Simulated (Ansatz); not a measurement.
# TaAl3 (I4/mmm): comparison of functionals at one structure in Python

How far apart do the functionals lie for TaAl3 (I4/mmm) at one structure? The task is a comparison of functionals at one structure, for TaAl3 (I4/mmm).

Computed with Ansatz 0.2.0, driven from Python. The levels of theory stand in the script.

### Step 1. The structure

Symmetry: I4/mmm, No. 139, tetragonal system. The conventional cell has a = 3.841 Å, b = 3.841 Å, c = 8.540 Å, α = 90.00°, β = 90.00°, γ = 90.00°. Ta (site symmetry 4/mmm) has 12 Al at 2.72 to 2.87 Å as nearest neighbours. Al (site symmetry 4/mmm) is surrounded by 4 Ta at 2.72 Å and 8 Al at 2.87 Å. Around Al (site symmetry -4m2) lie 8 Al at 2.72 to 2.87 Å and 4 Ta at 2.87 Å.

The script reads POSCAR:

```text
TaAl3
1.0
  -1.92060000    1.92060000    4.27010000
   1.92060000   -1.92060000    4.27010000
   1.92060000    1.92060000   -4.27010000
Ta Al
1 3
Direct
   0.50000000    0.50000000    0.00000000
   0.00000000    0.00000000    0.00000000
   0.75000000    0.25000000    0.50000000
   0.25000000    0.75000000    0.50000000
```

### Step 2. The code

File xc_taal3.py:

```python
"""One structure of TaAl3 under several functionals."""

import ansatz
from ase.io import read

atoms = read("POSCAR", format="vasp")
cell = ansatz.Crystal.from_ase(atoms)

calc = (
    cell.calculation()
    .occupations("methfessel_paxton")
    .kpoints(9, 9, 9, center="gamma")
    .stress()
)

rows = []
for value in ["blyp", "pbesol", "lda"]:
    rep = calc.functional(value).run(threads=1, pin="off").report
    rows.append((value, rep["free_energy_ev"] / len(rep["lattice"]["sites"]), rep["n_iterations"], sum(rep["stress_gpa"][i][i] for i in range(3)) / 3, rep["n_kpoints"]))

print("  functional   F/atom (eV)    iterations       P (GPa)      k-points")
for row in rows:
    print(f"{str(row[0]):>12s}  {row[1]:12.5f}  {row[2]:12d}  {row[3]:12.3f}  {row[4]:12d}")
```

### Step 3. Running it

The run is started by

```sh
> python xc_taal3.py
```

What it wrote:

```text
DeckWarning: basis.ecutwfc = 420 eV, auto-derived from the records' recommended cutoffs: set by Ta (normal level)
  functional   F/atom (eV)    iterations       P (GPa)      k-points
        blyp   -2894.70567             6         5.200            75
      pbesol   -2845.35316             6        -1.499            75
         lda   -2805.63347             6        -4.805            75
```

(Warnings from the package without file and line.)

It took 14 s on 1 thread of Arm Neoverse V1, shared host; peak memory 0.49 GiB.

### Step 4. Run by run

The 3 runs, in the order started:

```csv
run,functional,energy (eV/atom),pressure (GPa),SCF cycles,CPU time (s)
1,blyp,-2894.7057,5.20,6,4.3
2,pbesol,-2845.3532,-1.50,6,4.2
3,lda,-2805.6335,-4.80,6,4.2
```

Totals under unlike functionals or potentials can't be compared directly.

### Step 5. Summary of results

```
             quantity                         value
        runs compared                             3
pressure at this cell  -4.8 (lda) to 5.2 GPa (blyp)
```

What this shows: From lowest to highest: LDA (-4.8 GPa), PBEsol (-1.5 GPa) and BLYP (5.2 GPa). At a fixed cell a lower pressure usually means a smaller equilibrium volume, so LDA prefers the smallest cell and BLYP the largest. Caveats:
- Pressure is positive in compression.
- Spin-orbit coupling, which matters for elements this heavy, is left out.
- Total energies of different functionals can't be compared; pressures, moments and gaps at this one structure can.
